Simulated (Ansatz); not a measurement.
# Zr3SiO: the cost of one run

Method: DFT PBE, scalar-relativistic, plane waves, PAW, in Ansatz 0.2.0.

## (1) The system as given

It takes space group P4mm (No. 99, tetragonal). The conventional cell has a = 3.930 Å, b = 3.930 Å, c = 4.041 Å, α = 90.00°, β = 90.00°, γ = 90.00°. Around Zr (site symmetry 2mm) lie 2 Si at 1.97 Å and 4 O at 2.77 to 2.87 Å and 8 Zr at 2.77 to 2.86 Å. Around Zr (site symmetry 4mm) lie 2 Si at 1.81 to 2.23 Å. Si (site symmetry 4mm) has 6 Zr at 1.81 to 2.23 Å as nearest neighbours. Around O (site symmetry 4mm) lie 12 Zr at 2.77 to 2.87 Å.

As a file:

```cif
data_structure
_symmetry_space_group_name_H-M 'P4mm'
_symmetry_Int_Tables_number 99
_cell_length_a 3.9303
_cell_length_b 3.9303
_cell_length_c 4.0409
_cell_angle_alpha 90.000
_cell_angle_beta 90.000
_cell_angle_gamma 90.000
_cell_volume 62.42
loop_
_atom_site_label
_atom_site_type_symbol
_atom_site_symmetry_multiplicity
_atom_site_Wyckoff_symbol
_atom_site_fract_x
_atom_site_fract_y
_atom_site_fract_z
_atom_site_occupancy
Zr1 Zr 2 c 0.00000 0.50000 0.06422 1
Zr2 Zr 1 a 0.00000 0.00000 0.54897 1
Si1 Si 1 a 0.00000 0.00000 0.10004 1
O1 O 1 b 0.50000 0.50000 0.58254 1
```

A structure generator made this guess: species swapped into a database cell of BaTiO3 (P4mm, No. 99), with O on the Ba sites, Si on the Ti sites and Zr on the O sites. The dimensions are guesses.

## (2) The guess as it stands, on a coarse mesh

File input.yaml:

```yaml
crystal:
  lattice:
    - [3.93028161, 0.0, 0.0]
    - [0.0, 3.93028161, 0.0]
    - [0.0, 0.0, 4.04086698]
  atoms:
    - { symbol: Zr, position: [0.0, 0.5, 0.06422054] }
    - { symbol: Zr, position: [0.5, 0.0, 0.06422054] }
    - { symbol: Zr, position: [0.0, 0.0, 0.54897177] }
    - { symbol: Si, position: [0.0, 0.0, 0.1000427] }
    - { symbol: O, position: [0.5, 0.5, 0.58254147] }
basis:
  ecutwfc: 420
kpoints:
  mp_grid: { grid: [4, 4, 4] }
hamiltonian:
  xc: pbe
scf:
  occupations: { method: gaussian, width: 0.1 }
  lower_state_search: "off"
output:
  forces: true
  stress: true
  eigenvalues: true
```

On the command line:

```
$ ansatz run input.yaml --threads 1 --pin off --max-ram 2560MiB --backend cpu --events-out ev --progress --plain --runs-dir out
```

**Question.** How long does this run take on 1 thread of Arm Neoverse V1, shared host, and how much memory does it need?

About 3.2 s, with a peak of 0.3 GiB.
